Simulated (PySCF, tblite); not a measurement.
# C8H6N radical: geometry, infrared bands and EPR parameters

What infrared bands and EPR parameters should C8H6N radical (`N#CCC1=C[C]2[C@@H]3[C@H]2[C@H]13`) show?

The runs use tblite 0.8.0 and PySCF 2.14.0, with density-fitted response routines of our own; the level of theory stands in each step. All values are computed, except where a source is named. Atoms count from 0, in the outputs and in this text.

**1. The starting structure**

15 atoms, charge 0, multiplicity 2; geometry from: force field or distance geometry start.

Bonds of the start (Å): N0–C1 1.15, C1–C2 1.50, C2–C3 1.50, C3–C4 1.33, C4–C5 1.51, C5–C6 1.52, C6–C7 1.43, C7–C8 1.53, C8–C3 1.45, C7–C5 1.55, C8–C6 1.55, C2–H9 1.08, C2–H10 1.10, C4–H11 1.09, C6–H12 1.02, C7–H13 1.02, C8–H14 1.08.

**2. Geometry optimisation with GFN2-xTB**

The job: settings as JSON, then the geometry in Å.

```
{"job": {"kind": "relax", "xc": "GFN2-xTB", "basis": "xTB"}, "charge": 0, "multiplicity": 2}
N     -3.120800    -0.792000    -0.847500
C     -2.120100    -1.164400    -0.412900
C     -0.830600    -1.671400     0.164500
C      0.133000    -0.528400     0.067300
C      1.298400    -0.502500    -0.576400
C      1.766000     0.923100    -0.699300
C      0.453900     1.664600    -0.467200
C      1.319200     1.523500     0.658000
C     -0.006500     0.765800     0.712200
H     -0.552100    -2.536200    -0.422100
H     -1.064500    -1.952100     1.205800
H      1.837900    -1.355600    -0.983600
H     -0.067600     2.369000    -0.981600
H      1.820900     2.125600     1.312700
H     -0.871400     1.139000     1.248300
```

The run is started by

```
> OMP_NUM_THREADS=1 python probes_run.py task.json out
```

This one command runs all jobs of the session in turn.

**Question.** This job is followed by: GFN2-xTB harmonic vibrations, gas phase; UKS B3LYP, pcH-1 on C H N, non-relativistic, mean-field spin-orbit, GIAO. Predict these results of the whole session: strongest single infrared mode (GFN2-xTB); zero-point energy (GFN2-xTB); g(iso) (B3LYP); ⟨S²⟩; largest a(iso) (averaged by class); potential on the surface of density 0.002 e/bohr³, 1st and 99th percentile.

**Answer**, as computed:

| quantity | value |
| --- | --- |
| strongest single infrared mode (GFN2-xTB) | 2410 cm⁻¹, 217 km/mol |
| zero-point energy (GFN2-xTB) | 68.9 kcal/mol |
| g(iso) (B3LYP) | 2.00235 |
| ⟨S²⟩ | 0.753 (exact 0.75) |
| largest a(iso) (averaged by class) | 13C on C5, 433.8 MHz |
| potential on the surface of density 0.002 e/bohr³, 1st and 99th percentile | -1.83 V and 1.33 V |

The optimisation took 57 steps and gained 1.008 eV; among the close pairs (by a distance rule), C1–C2 changed most, from 1.501 to 1.444 Å. No mode is imaginary among the 39: a minimum at this level. The strongest single mode, at 2410 cm⁻¹, moves mainly C1 and N0. GFN2-xTB is a fitted tight-binding method: band positions and strengths are rough. Its intensities can rank the bands wrongly. C5 carries the largest spin population, 0.95 e. The isotropic g lies 0.0 ppt above the free-electron value. The conformer search found further structures of the same energy, which may be mirror or relabelled copies of this one.
